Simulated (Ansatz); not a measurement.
Run this with Ansatz's Python interface and show what comes out.

The script reads `ch6fnosi.xyz`:
```text
11

N    -0.26310    1.37270   -0.27930
C    -0.26580   -0.01220   -0.59650
O     0.58000   -0.11570   -1.71890
Si    0.22810   -1.07750    0.93700
F     1.33730   -0.35640    1.72780
H     0.59470    1.70630    0.09670
H    -0.96170    1.59220    0.45660
H    -1.21300   -0.30970   -0.94790
H     0.50300    0.75370   -2.11700
H     0.56980   -2.46990    0.60410
H    -1.04390   -1.14050    1.85800
```

`run_methods.py`
```python
from dataclasses import dataclass
from pathlib import Path
import warnings

import ansatz as az
import numpy as np


@dataclass(frozen=True)
class Settings:
    basis_set: str = "cc-pVDZ"


settings = Settings()

warnings.simplefilter("ignore", az.DeckWarning)

mol = az.Crystal.molecule_from_extxyz("ch6fnosi.xyz")

calc = mol.calculation().basis(gaussian=settings.basis_set)

print("functional    E (Ha)        dipole (D)   HOMO (eV)  LUMO (eV)")
for name in ["blyp", "cam_b3lyp", "lc_wpbe", "r2scan", "hf", "lda"]:
    rep = calc.functional(name).forces().orbitals().run(threads=1, backend="cpu", runs_dir="runs").report
    lines = Path(rep["orbitals_path"]).read_text().splitlines()
    field_of = lambda key: [line.split("=")[1].strip() for line in lines if line.startswith(key)]
    orbitals = [(27.211386 * float(e), s, float(n)) for e, s, n in zip(field_of("Ene="), field_of("Spin="), field_of("Occup="))]
    homo = max(e for e, _, n in orbitals if n > 0.5)
    lumo = min(e for e, _, n in orbitals if n < 0.5)
    dipole = 4.803205 * np.linalg.norm(rep["charge_distribution"]["dipole_moment_e_ang"])
    print(f"{name:10s} {rep['free_energy_ev'] / 27.211386246:14.6f} {dipole:9.3f} {homo:11.3f} {lumo:10.3f}")
```

`python run_methods.py` gives:
```text
functional    E (Ha)        dipole (D)   HOMO (eV)  LUMO (eV)
blyp          -560.962606     1.593      -5.025     -0.114
cam_b3lyp     -560.953853     1.625      -8.029      1.694
lc_wpbe       -560.800549     1.630      -9.383      2.991
r2scan        -560.887316     1.650      -5.482      0.207
hf            -559.074382     1.691     -10.226      4.003
lda           -557.863401     1.712      -5.232     -0.481
```

Notes:
- Total energies depend on the basis set; only differences at equal settings carry meaning.
- The geometry is a force-field or estimated start, not a minimum of this method, and the basis set is short of its limit. A lower total doesn't mark the better method: functionals have no common bound, and MP2 and coupled cluster aren't variational.
- Levels such as HOMO and LUMO are orbital energies: with these approximate functionals they aren't the ionisation energy and electron affinity, and their gap isn't the fundamental gap.
- For Al to Cl the sets with a tight d function, cc-pV(X+d)Z, are usual.
- Finished in 24 s on 1 thread of Arm Neoverse V2, with other jobs on the host, peak memory 0.31 GiB.
